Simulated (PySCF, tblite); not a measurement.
**C6H12BNO: geometry, infrared bands and NMR shifts**

What infrared bands and NMR shifts should C6H12BNO (`CC#[N+][BH2-]OC/C=C\C`) show?

The runs use tblite 0.8.0 and PySCF 2.14.0, with density-fitted response routines of our own; the level of theory stands in each step. All values are computed, except where a source is named. Atoms count from 0, in the outputs and in this text.

## 1. The starting structure

21 atoms, charge 0, multiplicity 1; geometry from: force field or distance geometry start.

Bonds of the start (Å): C0–C1 1.47, C1–N2 1.16, N2–B3 1.50, B3–O4 1.48, O4–C5 1.42, C5–C6 1.46, C6–C7 1.31, C7–C8 1.49, C0–H9 1.11, C0–H10 1.11, C0–H11 1.12, B3–H12 1.18, B3–H13 1.19, C5–H14 1.13, C5–H15 1.08, C6–H16 1.10, C7–H17 1.10, C8–H18 1.09, C8–H19 1.13, C8–H20 1.09.

## 2. Optimising the geometry with GFN2-xTB

The job: settings as JSON, then the geometry in Å.

```
{"job": {"kind": "relax", "xc": "GFN2-xTB", "basis": "xTB"}, "charge": 0, "multiplicity": 1}
C      4.006500    -1.076800    -0.828900
C      2.989500    -0.206600    -0.210900
N      2.216900     0.483600     0.313400
B      1.197500     1.391600     0.930400
O      0.062100     0.546500     1.349900
C     -1.073100     1.059600     0.663600
C     -2.203000     0.224800     1.068000
C     -2.951700    -0.493800     0.263400
C     -2.766500    -0.575800    -1.210300
H      3.931700    -2.068200    -0.343500
H      5.025000    -0.654600    -0.715800
H      3.847800    -1.140500    -1.935400
H      0.819700     2.177000     0.131400
H      1.671800     1.990500     1.845800
H     -1.271000     2.109200     1.017100
H     -0.862800     1.110600    -0.390400
H     -2.446400     0.193000     2.144200
H     -3.775800    -1.085100     0.696900
H     -2.387800    -1.559800    -1.499400
H     -3.807200    -0.522600    -1.638400
H     -2.232000     0.268900    -1.651700
```

On the command line:

```console
> OMP_NUM_THREADS=1 python probes_run.py task.json out
```

The driver reads the jobs from task.json and runs them one after another.

**Question.** This job is followed by: GFN2-xTB harmonic vibrations, gas phase; GIAO PBE0/pcSseg-1 NMR shielding, non-relativistic, gas phase. Predict these results of the whole session: strongest single infrared mode (GFN2-xTB); zero-point energy (GFN2-xTB); 13C shifts against TMS (PBE0/pcSseg-1); 1H shifts against TMS (PBE0/pcSseg-1, means over atoms taken as alike); 15N shifts against NH3 (PBE0/pcSseg-1); 11B shifts against BF3·OEt2 (PBE0/pcSseg-1); 17O shifts against H2O (PBE0/pcSseg-1).

As calculated:

| quantity | value |
| --- | --- |
| strongest single infrared mode (GFN2-xTB) | 1052 cm⁻¹, 270 km/mol |
| zero-point energy (GFN2-xTB) | 105.0 kcal/mol |
| 13C shifts against TMS (PBE0/pcSseg-1) | 144.4, 127.3, 126.9, 70.7, 17.2, 1.8 ppm |
| 1H shifts against TMS (PBE0/pcSseg-1, means over atoms taken as alike) | 6.13, 5.54, 4.46, 2.93, 2.51, 1.67 ppm |
| 15N shifts against NH3 (PBE0/pcSseg-1) | 244.0 ppm |
| 11B shifts against BF3·OEt2 (PBE0/pcSseg-1) | -10.5 ppm |
| 17O shifts against H2O (PBE0/pcSseg-1) | 62.9 ppm |

The optimisation took 140 steps and gained 0.707 eV; among the close pairs (by a distance rule), N2–B3 changed most, from 1.498 to 1.582 Å. All 57 modes are real, so the xTB geometry is a minimum. The strongest single mode, at 1052 cm⁻¹, is carried by H12, H13, N2, C0. Unscaled tight-binding wavenumbers are off by several per cent, some by more. Its intensities can rank the bands wrongly. At PBE0/pcSseg-1: Shielding is most anisotropic at N2 (span 480 ppm, paramagnetic term -314 ppm).
